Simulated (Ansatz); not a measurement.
# KHfAs: the cost of one run

Method: DFT PBE, scalar-relativistic, plane waves, PAW, in Ansatz 0.2.0.

## Step 1: The starting structure

It takes space group P-6m2 (No. 187, hexagonal). Conventional cell: a = 4.494 Å, b = 4.494 Å, c = 5.363 Å, α = 90.00°, β = 90.00°, γ = 120.00°. Around K (site symmetry -6m2) lie 6 Hf at 3.73 Å and 6 As at 3.73 Å. Around Hf (site symmetry -6m2) lie 3 As at 2.59 Å. As (site symmetry -6m2) is surrounded by 3 Hf at 2.59 Å and 6 K at 3.73 Å.

As a file:

```xyz
3
Lattice="4.4939 0.0000 0.0000 -2.2469 3.8918 0.0000 0.0000 0.0000 5.3633" Properties=species:S:1:pos:R:3 pbc="T T T"
K     0.0000    0.0000    0.0000
Hf    2.2469    1.2973    2.6816
As    0.0000    2.5945    2.6816
```

The cell is invented: species swapped into a database cell of SrSiNi (P-6m2, No. 187), with K on the Sr sites, As on the Si sites and Hf on the Ni sites. The dimensions are guesses.

## Step 2: The guess as it stands, on a coarse mesh

File input.yaml:

```yaml
crystal:
  lattice:
    - [4.4938717, 0.0, 0.0]
    - [-2.24693585, 3.89180705, 0.0]
    - [0.0, 0.0, 5.36328631]
  atoms:
    - { symbol: K, position: [0.0, 0.0, 0.0] }
    - { symbol: Hf, position: [0.66666667, 0.33333333, 0.5] }
    - { symbol: As, position: [0.33333333, 0.66666667, 0.5] }
basis:
  ecutwfc: 420
kpoints:
  mp_grid: { grid: [6, 6, 4] }
hamiltonian:
  xc: pbe
scf:
  occupations: { method: gaussian, width: 0.1 }
  lower_state_search: "off"
output:
  forces: true
  stress: true
  eigenvalues: true
```

On the command line:

```console
$ ansatz run input.yaml --threads 1 --pin off --max-ram 2560MiB --backend cpu --events-out ev --progress --plain --runs-dir out
```

What time and memory should one allow on 1 thread of AMD EPYC 9R14 (Zen 4), shared host?

About 3.2 s, with a peak of 0.42 GiB.
